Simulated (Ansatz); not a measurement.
# Two structures of Ta: comparison of enthalpies under pressure in Python

At what pressure does Ta change structure? Aim: a comparison of enthalpies under pressure, for two structures of Ta, run from a script.

Computed with the Python package of Ansatz 0.2.0. Level of theory: DFT LDA, plane waves, PAW.

## Step 1: The structure

Ta P6_3/mmc: The structure is hexagonal, space group P6_3/mmc (No. 194). The conventional cell has a = 2.900 Å, b = 2.900 Å, c = 5.166 Å, α = 90.00°, β = 90.00°, γ = 120.00°. Ta (site symmetry -6m2) has 12 Ta at 2.90 to 3.08 Å as nearest neighbours.

Ta Im-3m: Symmetry: Im-3m, No. 229, cubic system. Conventional cell: a = 3.303 Å, b = 3.303 Å, c = 3.303 Å, α = 90.00°, β = 90.00°, γ = 90.00°. Around Ta (site symmetry m-3m) lie 8 Ta at 2.86 Å.

The script holds or builds the structure itself.

## Step 2: Script

Contents of transition_ta.py:

```python
import warnings

import ansatz as az
import numpy as np
import pandas as pd

CUTOFF = 470
XC = "lda"
K_SPACING = 0.39
OCCUPATIONS = "gaussian"
SIGMA = 0.1

PHASES = {
    "P6_3/mmc": (
        [(2.900372, 0.0, 0.0), (-1.450186, 2.511796, 0.0), (0.0, 0.0, 5.166274)],
        [
            ("Ta", (2 / 3, 1 / 3, 0.75)),
            ("Ta", (1 / 3, 2 / 3, 0.25)),
        ],
    ),
    "Im-3m": (
        [(-1.65128, 1.65128, 1.65128), (1.65128, -1.65128, 1.65128), (1.65128, 1.65128, -1.65128)],
        [
            ("Ta", (0.0, 0.0, 0.0)),
        ],
    ),
}


def build(vectors, sites):
    crystal = az.Crystal(lattice=az.Lattice.of(vectors))
    for symbol, position in sites:
        crystal = crystal.atom(symbol, position)
    return crystal


def ground_state(name, crystal, pressure=0.0):
    calc = (
        crystal.calculation()
        .eigensolver("davidson")
        .basis(CUTOFF)
        .functional(XC)
        .scf(lower_state_search="light")
        .kpoints(spacing=K_SPACING)
        .occupations(OCCUPATIONS, width=SIGMA)
    )
    calc = calc.relax(force_tolerance=0.02, max_steps=40, cell=True, pressure=pressure)
    return calc.run(threads=1)


def volume_per_atom(outcome):
    return abs(np.linalg.det(outcome.lattice.cell_ang)) / len(outcome.lattice.sites)

warnings.simplefilter("ignore", az.DeckWarning)

phases = {name: build(*cell) for name, cell in PHASES.items()}

pressures = [0, 10, 20, 30]
enthalpy, volume = {name: [] for name in phases}, {name: [] for name in phases}
for p in pressures:
    for name, crystal in phases.items():
        o = ground_state(name, crystal, pressure=p)
        volume[name].append(volume_per_atom(o))
        enthalpy[name].append(o.report["energy_sigma0_ev"] / len(o.lattice.sites) + p * volume[name][-1] / 160.21766)
gap = np.array(enthalpy["Im-3m"]) - np.array(enthalpy["P6_3/mmc"])
rows = [(p, va, vb, 1000 * d) for p, va, vb, d in zip(pressures, volume["P6_3/mmc"], volume["Im-3m"], gap)]
print(pd.DataFrame(rows, columns=["P (GPa)", "V P6_3/mmc (A^3/atom)", "V Im-3m (A^3/atom)", "H(Im-3m) - H(P6_3/mmc) (meV/atom)"]).round(4).to_string(index=False))
crossings = [p0 - g0 * (p1 - p0) / (g1 - g0) for p0, p1, g0, g1 in zip(pressures, pressures[1:], gap, gap[1:]) if g0 * g1 < 0]
print("crossing near", [round(float(p), 1) for p in crossings], "GPa") if crossings else print("no crossing in this range")
```

## Step 3: Launch

Command:

```
$ python transition_ta.py
```

Log:

```text
 P (GPa)  V P6_3/mmc (A^3/atom)  V Im-3m (A^3/atom)  H(Im-3m) - H(P6_3/mmc) (meV/atom)
       0                17.7132             17.3621                          -342.3903
      10                16.9502             16.6828                          -360.3429
      20                16.3081             16.0791                          -373.0458
      30                15.7563             15.5169                          -385.3779
no crossing in this range
```

It took 30 s on 1 thread of Arm Neoverse V1, shared host; peak memory 0.39 GiB.

## Step 4: The engine's runs

From the records of these 8 runs:

```csv
run,system,space group at the end,pressure asked (GPa),energy from run 2 (meV/atom),final volume (Å³/atom),pressure (GPa),SCF cycles in all,CPU time (s)
1,Ta (2 atoms),P6_3/mmc,0,342.39,17.71,0.01,37,6.2
2,Ta (1 atom),Im-3m,0,0.00,17.36,0.04,24,1.8
3,Ta (2 atoms),P6_3/mmc,10,365.45,16.95,10.00,36,5.8
4,Ta (1 atom),Im-3m,10,21.80,16.68,9.99,22,1.7
5,Ta (2 atoms),P6_3/mmc,20,424.69,16.31,20.01,33,4.9
6,Ta (1 atom),Im-3m,20,80.23,16.08,20.00,21,1.6
7,Ta (2 atoms),P6_3/mmc,30,509.73,15.76,30.00,36,5.6
8,Ta (1 atom),Im-3m,30,169.18,15.52,29.99,17,1.3
```

Energies are extrapolated to zero smearing width, as in the script. 

Enthalpy H = E + pV of the second structure less the first:

```csv
pressure (GPa),ΔH (meV/atom)
0,-342.4
10,-360.3
20,-373.0
30,-385.4
```

## Step 5: How the relaxation of run 2 went

Relaxation path:

```
step  energy from step 1 (eV/cell)  largest force component (eV/Å)  pressure (GPa)  volume (Å³)
   1                        0.0000                          0.0000           -7.90        18.01
   2                        0.1506                          0.0000           30.25        15.50
   3                       -0.0163                          0.0000           -0.81        17.43
   4                       -0.0164                          0.0000            0.04        17.36
   5                       -0.0164                          0.0000            0.04        17.36
```

Step 1 is the start. Step 5 repeats the geometry before it on a plane-wave basis chosen anew for that cell, so its energy need not be comparable with the rows above. Step 2 was tried and not accepted.

Lengths and angles in the start's conventional setting:

«Before» is this run's own start.

|  | before | after | change |
| --- | --- | --- | --- |
| a (Å) | 3.303 | 3.262 | -1.2 % |
| b (Å) | 3.303 | 3.262 | -1.2 % |
| c (Å) | 3.303 | 3.262 | -1.2 % |
| volume (Å³/atom) | 18.01 | 17.36 | -3.6 % |
| shortest distance (Å) | 2.860 | 2.825 | -1.2 % |
| space group (0.01 Å) | Im-3m | Im-3m | same |

Forces and stress were held to the start's 48 operations: a distortion of lower symmetry was not tested.

## Step 6: How the relaxation of run 4 went

Relaxation path:

```csv
step,E - E(step 1) (eV/cell),largest force component (eV/Å),pressure (GPa),volume (Å³)
1,0.0000,0.0000,-7.90,18.01
2,0.1506,0.0000,30.25,15.50
3,0.0008,0.0000,9.09,16.74
4,0.0042,0.0000,9.99,16.68
5,0.0043,0.0000,9.99,16.68
```

Step 1 is the start. Step 5 repeats the geometry before it on a plane-wave basis chosen anew for that cell, so its energy need not be comparable with the rows above.

Lengths and angles in the start's conventional setting:

«Before» is this run's own start.

|  | before | after | change |
| --- | --- | --- | --- |
| a (Å) | 3.303 | 3.219 | -2.5 % |
| b (Å) | 3.303 | 3.219 | -2.5 % |
| c (Å) | 3.303 | 3.219 | -2.5 % |
| volume (Å³/atom) | 18.01 | 16.68 | -7.4 % |
| shortest distance (Å) | 2.860 | 2.788 | -2.5 % |
| space group (0.01 Å) | Im-3m | Im-3m | same |

The run keeps the 48 symmetry operations of the start, so it could not have lowered the symmetry.

Under a set pressure the enthalpy E + pV is minimised, so E itself may rise.

## Step 7: Results

| quantity | value |
| --- | --- |
| runs compared | 8 |
| crossing of the enthalpies | none in the range |

In words: The second structure (Im-3m) stays lower over the whole range, and pressure widens its lead. In run 2, over 2 moves the cell shrank by 3.6 % in volume, and the space group stayed Im-3m. In run 4, the volume shrank by 7.4 % over 3 moves under the 10 GPa asked, and the space group stayed Im-3m. Notes:
- At a fixed pressure a relaxation lowers the enthalpy F + PV, while F alone can rise.
- Spin-orbit coupling, which matters for elements this heavy, is left out.
- Only these two structures are compared, at zero temperature and with their symmetry kept; either may be hypothetical, and another phase may be lower than both. Differences under about 40 meV an atom lie within the error of mesh and functional. Whether this is the phase that is stable at ambient conditions was not tested.
